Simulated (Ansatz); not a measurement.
**Bi2Te3: energy and pressure over a range of volumes**

One table from this session's results is given with a row withheld; the runs are named, their logs left out.

Program: Ansatz 0.2.0. Level of theory: DFT PBEsol, scalar-relativistic. These are calculated values, not measurements.

### The starting structure

The structure is trigonal, space group R-3m (No. 166). The conventional cell has a = 4.386 Å, b = 4.386 Å, c = 30.497 Å, α = 90.00°, β = 90.00°, γ = 120.00°. Bi (site symmetry 3m) is surrounded by 6 Te at 3.07 to 3.25 Å. Te (site symmetry -3m) has 6 Bi at 3.25 Å as nearest neighbours. Te (site symmetry 3m) has 3 Bi at 3.07 Å as nearest neighbours.

As a file:

```xyz
5
Lattice="2.1930 1.2661 10.1657 -2.1930 1.2661 10.1657 0.0000 -2.5323 10.1657" Properties=species:S:1:pos:R:3 pbc="T T T"
Bi    0.0000    0.0000   12.1988
Bi    0.0000    0.0000   18.2982
Te    0.0000    0.0000    0.0000
Te    0.0000    0.0000    6.3891
Te    0.0000    0.0000   24.1079
```

Atoms are numbered in the order of the input: Bi1, Bi2, Te3, Te4, Te5.

The first run:

input.yaml reads:

```yaml
crystal:
  lattice:
    - [2.1482328834, 1.2402828335, 9.9581491178]
    - [-2.1482328834, 1.2402828335, 9.9581491178]
    - [0.0, -2.480565667, 9.9581491178]
  atoms:
    - { symbol: Bi, position: [0.4, 0.4, 0.4] }
    - { symbol: Bi, position: [0.6, 0.6, 0.6] }
    - { symbol: Te, position: [0.0, 0.0, 0.0] }
    - { symbol: Te, position: [0.2095, 0.2095, 0.2095] }
    - { symbol: Te, position: [0.7905, 0.7905, 0.7905] }
kpoints:
  mp_grid: { grid: [7, 7, 7] }
  band_path:
    path:
      - [0.0, 0.0, 0.0]
      - [0.5, 0.5, 0.5]
      - [0.822991609, 0.177008391, 0.5]
      - [0.5, -0.177008391, 0.177008391]
      - [0.5, 0.0, 0.0]
      - [0.0, 0.0, 0.0]
      - [0.3385041955, -0.3385041955, 0.0]
      - [0.6614958045, 0.0, 0.3385041955]
      - [0.5, 0.0, 0.5]
    npoints: 5
scf:
  occupations: { method: fermi_dirac, width: 0.08 }
hamiltonian:
  xc: pbesol
  pseudopotentials: { kind: all_electron, lapw: { basis_error: 0.001 } }
output:
  forces: true
  stress: true
  eigenvalues: true
```

Command:

```bash
$ ansatz run input.yaml --threads 2 --pin off --max-ram 8192MiB --backend cpu --events-out ev --progress --plain --runs-dir out
```

Steps of the session up to this table: Volume × 0.94, LAPW; Volume × 0.94, PAW; Volume × 0.94, crystal datasets; Volume × 0.98, LAPW; Volume × 0.98, PAW; Volume × 0.98, crystal datasets; Volume × 1.01, LAPW; Volume × 1.01, PAW; Volume × 1.01, crystal datasets; Volume × 1.04, LAPW; Volume × 1.04, PAW; Volume × 1.04, crystal datasets.

One of the session's tables, all rows but one given; the rest of the session is left out.

It belongs to the step «Fits». 

```
          method  volume (Å³/atom)  largest force (eV/Å)
            LAPW            31.839                 0.296
            LAPW            33.194                 0.014
            LAPW            34.210                     ?
            LAPW            35.226                 0.340
             PAW            31.839                 0.294
             PAW            33.194                 0.012
             PAW            34.210                 0.174
             PAW            35.226                 0.341
crystal datasets            31.839                 0.296
crystal datasets            33.194                 0.014
crystal datasets            34.210                 0.172
crystal datasets            35.226                 0.340
```

**Question.** Estimate the row for LAPW, 34.210.

As computed: largest force (eV/Å): 0.173. In the column «largest force (eV/Å)» it lies between crystal datasets, 34.210 (0.172) and PAW, 34.210 (0.174).

Limits of these values: Warnings in the runs' records: gradients without spin orbit, crystal datasets made.
